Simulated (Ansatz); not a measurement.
**CH₈GeO₃Si: up Jacob's ladder to CCSD(T)**

One table from this session's results is given with a row withheld; the runs are named, their logs left out.

Method: functionals in def2-TZVPP, the program's frozen cores in correlated methods; program: Ansatz 0.2.0, Gaussian basis.

Levels to be run: PBE-D4, r2SCAN-D4, PBE0-D4, B3LYP-D4, ωB97X-V, ωB97M-V, B2PLYP; CCSD(T)/def2-TZVPP; MP2/def2-QZVPP; extrapolation to the limit.

## Structure used throughout

An earlier PBE0-D4 in a triple-zeta def2 set relaxation fixed the geometry.

14 atoms, charge 0, spin multiplicity 1.

Atoms are counted from 1 here; the program's logs count them from 0.

Bond lengths: C1–O2 1.415 Å, C1–H7 1.094 Å, C1–H8 1.091 Å, C1–H9 1.096 Å, O2–Si3 1.637 Å, Si3–O4 1.637 Å, Si3–Ge5 2.384 Å, Si3–H10 1.494 Å, O4–H11 0.959 Å, Ge5–O6 1.800 Å, Ge5–H12 1.547 Å, Ge5–H13 1.545 Å, O6–H14 0.959 Å. Angles: O2–C1–H7 111.2°, O2–C1–H8 107.9°, O2–C1–H9 111.2°, H7–C1–H8 109.1°, H7–C1–H9 108.7°, H8–C1–H9 108.6°, C1–O2–Si3 123.4°, O2–Si3–O4 109.1°, O2–Si3–Ge5 111.0°, O2–Si3–H10 108.0°, O4–Si3–Ge5 105.6°, O4–Si3–H10 111.7°, Ge5–Si3–H10 111.4°, Si3–O4–H11 118.0°, Si3–Ge5–O6 101.9°, Si3–Ge5–H12 115.1°, Si3–Ge5–H13 114.4°, O6–Ge5–H12 108.5° and more.

Geometry (Å):

```xyz
14
charge 0, multiplicity 1
C     0.7124   -1.2517   -1.5978
O     1.2880   -0.2448   -0.7880
Si    0.4399    1.0158   -0.1793
O     1.4821    2.0943    0.4772
Ge   -0.9689    0.3122    1.6109
O    -1.7832   -1.1262    0.8972
H    -0.0276   -1.8323   -1.0397
H     1.5128   -1.9152   -1.9279
H     0.2279   -0.8214   -2.4816
H    -0.3539    1.6197   -1.2915
H     2.1505    2.4781   -0.0934
H    -2.0536    1.3309    2.0332
H    -0.2126   -0.1290    2.8843
H    -2.4138   -1.5303    1.4965
```

The first run:

File in.yaml:

```yaml
crystal:
  periodic: [false, false, false]
  atoms:
    - {symbol: C, position_ang: [0.712414, -1.251715, -1.597802]}
    - {symbol: O, position_ang: [1.288015, -0.244831, -0.788043]}
    - {symbol: Si, position_ang: [0.439863, 1.015810, -0.179276]}
    - {symbol: O, position_ang: [1.482146, 2.094302, 0.477237]}
    - {symbol: Ge, position_ang: [-0.968928, 0.312163, 1.610910]}
    - {symbol: O, position_ang: [-1.783153, -1.126190, 0.897247]}
    - {symbol: H, position_ang: [-0.027623, -1.832316, -1.039706]}
    - {symbol: H, position_ang: [1.512811, -1.915239, -1.927929]}
    - {symbol: H, position_ang: [0.227940, -0.821417, -2.481623]}
    - {symbol: H, position_ang: [-0.353884, 1.619702, -1.291550]}
    - {symbol: H, position_ang: [2.150516, 2.478119, -0.093429]}
    - {symbol: H, position_ang: [-2.053614, 1.330863, 2.033165]}
    - {symbol: H, position_ang: [-0.212646, -0.128984, 2.884275]}
    - {symbol: H, position_ang: [-2.413848, -1.530266, 1.496535]}
basis:
  gaussian: {orbitals: def2-TZVPP}
hamiltonian: {xc: pbe, dispersion: d4}
output: {forces: true, orbitals: {seedname: orbitals}}
```

Run with:

```console
$ ansatz run in.yaml --threads 2 --pin off --events-out ev --progress --plain --max-ram 32768MiB --backend cuda --devices 0, --max-vram 18GiB
```

Among the steps run: PBE-D4 (GGA); r2SCAN-D4 (meta-GGA); PBE0-D4 (hybrid); B3LYP-D4 (hybrid); ωB97X-V (range-separated); ωB97M-V (range-separated); B2PLYP (double hybrid); CCSD(T) in def2-TZVPP; MP2 in def2-QZVPP.

One of the session's tables, all rows but one given; the rest of the session is left out.

| method | atomisation energy (eV) |
| --- | --- |
| PBE-D4 | 52.208 |
| r2SCAN-D4 | 51.780 |
| PBE0-D4 | 51.192 |
| B3LYP-D4 | 51.495 |
| ωB97X-V | 51.941 |
| ωB97M-V | 51.724 |
| B2PLYP | 51.073 |
| HF/def2-TZVPP | 36.713 |
| MP2/def2-TZVPP | 51.446 |
| CCSD/def2-TZVPP | ? |
| CCSD(T)/def2-TZVPP | 50.599 |
| MP2/CBS | 52.865 |
| CCSD(T)/CBS | 52.018 |

Estimate the missing values for CCSD/def2-TZVPP.

The run gave: atomisation energy (eV): 49.845. In the column «atomisation energy (eV)» it lies between HF/def2-TZVPP (36.713) and CCSD(T)/def2-TZVPP (50.599).

Caveats from the session: Free atoms (1 C, 3 O, 1 Si, 1 Ge, 8 H) were run apart at each level; the atomisation energy is their sum less the molecule, without zero-point or spin-orbit terms.
